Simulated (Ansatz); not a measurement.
Here is an Ansatz input file for BGeH9O2Si2, SMILES OB(O)[SiH]([SiH3])[GeH3]. Write the same calculation for the Python package.

```yaml
crystal:
  periodic: [false, false, false]
  atoms:
    - { symbol: O, position_ang: [1.5059, -2.3754, 0.3797] }
    - { symbol: B, position_ang: [1.3708, -0.9819, -0.0347] }
    - { symbol: O, position_ang: [2.3209, -0.4064, -0.9826] }
    - { symbol: Si, position_ang: [-0.0786, 0.1, 0.6681] }
    - { symbol: Si, position_ang: [-2.0263, -0.8291, 0.1005] }
    - { symbol: Ge, position_ang: [0.036, 2.2302, -0.224] }
    - { symbol: H, position_ang: [0.9678, -2.885, -0.2774] }
    - { symbol: H, position_ang: [3.0422, -0.0309, -0.4173] }
    - { symbol: H, position_ang: [0.0261, 0.1723, 2.1327] }
    - { symbol: H, position_ang: [-2.1233, -0.8913, -1.3652] }
    - { symbol: H, position_ang: [-2.0975, -2.188, 0.6573] }
    - { symbol: H, position_ang: [-3.1283, -0.0147, 0.6336] }
    - { symbol: H, position_ang: [-0.0834, 2.1417, -1.7667] }
    - { symbol: H, position_ang: [-1.1265, 3.0861, 0.34] }
    - { symbol: H, position_ang: [1.3944, 2.8723, 0.1559] }
basis:
  gaussian:
    orbitals: cc-pVDZ
hamiltonian:
  xc: r2scan
  dispersion: d3bj
output:
  orbitals: {}
```

At the Python prompt:
```pycon
>>> from pathlib import Path
>>> import json
>>> import ansatz as az
>>> geometry_ang = [
...     ("O", (1.5059, -2.3754, 0.3797)),
...     ("B", (1.3708, -0.9819, -0.0347)),
...     ("O", (2.3209, -0.4064, -0.9826)),
...     ("Si", (-0.0786, 0.1, 0.6681)),
...     ("Si", (-2.0263, -0.8291, 0.1005)),
...     ("Ge", (0.036, 2.2302, -0.224)),
...     ("H", (0.9678, -2.885, -0.2774)),
...     ("H", (3.0422, -0.0309, -0.4173)),
...     ("H", (0.0261, 0.1723, 2.1327)),
...     ("H", (-2.1233, -0.8913, -1.3652)),
...     ("H", (-2.0975, -2.188, 0.6573)),
...     ("H", (-3.1283, -0.0147, 0.6336)),
...     ("H", (-0.0834, 2.1417, -1.7667)),
...     ("H", (-1.1265, 3.0861, 0.34)),
...     ("H", (1.3944, 2.8723, 0.1559)),
... ]
>>> system = az.Crystal.molecule()
>>> for symbol, xyz in geometry_ang:
...     system = system.atom(symbol, xyz)
...
>>> calculation = (
...     system.calculation()
...     .basis(gaussian="cc-pVDZ")
...     .functional("r2scan", dispersion="d3bj")
...     .orbitals()
... )
>>> done = calculation.run(threads=1, backend="cpu", runs_dir="bgeh9o2si2_runs")
DeckWarning: the engine holds no damping parameters fitted to this dispersion correction and functional, so the run takes those fitted to r2scan beside the three-body term, which d3bj leaves out (hamiltonian.dispersion, under Limitations)
>>> summary = done.report
>>> {key: value for key, value in summary.items() if isinstance(value, (int, float)) and "ev" in key}
{'free_energy_ev': -77186.83479536798, 'reference_energy_ev': -77186.7134912223}
>>> print(f"E = {summary['free_energy_ev']:.6f} eV = {summary['free_energy_ev'] / 27.211386246:.7f} Ha")
E = -77186.834795 eV = -2836.5638596 Ha
>>> print("converged:", summary["converged"], " doubts:", summary["published_state_doubts"] or "none")
converged: True  doubts: none
>>> lines = Path(summary["orbitals_path"]).read_text().splitlines()
>>> field_of = lambda key: [line.split("=")[1].strip() for line in lines if line.startswith(key)]
>>> orbitals = [(27.211386 * float(e), s, float(n)) for e, s, n in zip(field_of("Ene="), field_of("Spin="), field_of("Occup="))]
>>> homo = max(e for e, _, n in orbitals if n > 0.5)
>>> lumo = min(e for e, _, n in orbitals if n < 0.5)
>>> for e, spin, n in sorted(orbitals):
...     if homo - 6 < e < lumo + 5:
...         print(f"{spin:6s} {e:10.3f} eV  occupation {n:.0f}")
...
Alpha     -12.319 eV  occupation 2
Alpha     -10.202 eV  occupation 2
Alpha      -9.967 eV  occupation 2
Alpha      -9.651 eV  occupation 2
Alpha      -9.246 eV  occupation 2
Alpha      -8.927 eV  occupation 2
Alpha      -8.701 eV  occupation 2
Alpha      -8.489 eV  occupation 2
Alpha      -7.982 eV  occupation 2
Alpha      -7.393 eV  occupation 2
Alpha      -6.855 eV  occupation 2
Alpha      -6.471 eV  occupation 2
Alpha      -2.136 eV  occupation 0
Alpha      -0.340 eV  occupation 0
Alpha       0.084 eV  occupation 0
Alpha       0.342 eV  occupation 0
Alpha       0.443 eV  occupation 0
Alpha       0.609 eV  occupation 0
Alpha       1.337 eV  occupation 0
Alpha       1.474 eV  occupation 0
Alpha       1.691 eV  occupation 0
Alpha       2.363 eV  occupation 0
Alpha       2.454 eV  occupation 0
Alpha       2.799 eV  occupation 0
>>> with open("bgeh9o2si2.json", "w") as handle:
...     json.dump({k: summary[k] for k in ("free_energy_ev", "reference_energy_ev", "n_occupied", "n_virtual")}, handle, indent=1)
...
```

Notes:
- Total energies depend on the basis set; only differences at equal settings carry meaning.
- Warnings are shown shortened and without file and line.
- The geometry is a force-field or estimated start, not a minimum of this method, and the basis set is short of its limit.
- Alpha marks a spatial orbital of a restricted run, filled by both spins.
- Total less reference energy is the dispersion correction.
- Levels such as HOMO and LUMO are orbital energies: with these approximate functionals they aren't the ionisation energy and electron affinity, and their gap isn't the fundamental gap.
- A dispersion term here runs with damping parameters fitted for another variant or functional.
- It ran for 29 s on 1 thread of Arm Neoverse N1 (shared host), peak memory 0.33 GiB.

(Lines on the test bed's own set-up are left out of the output.)
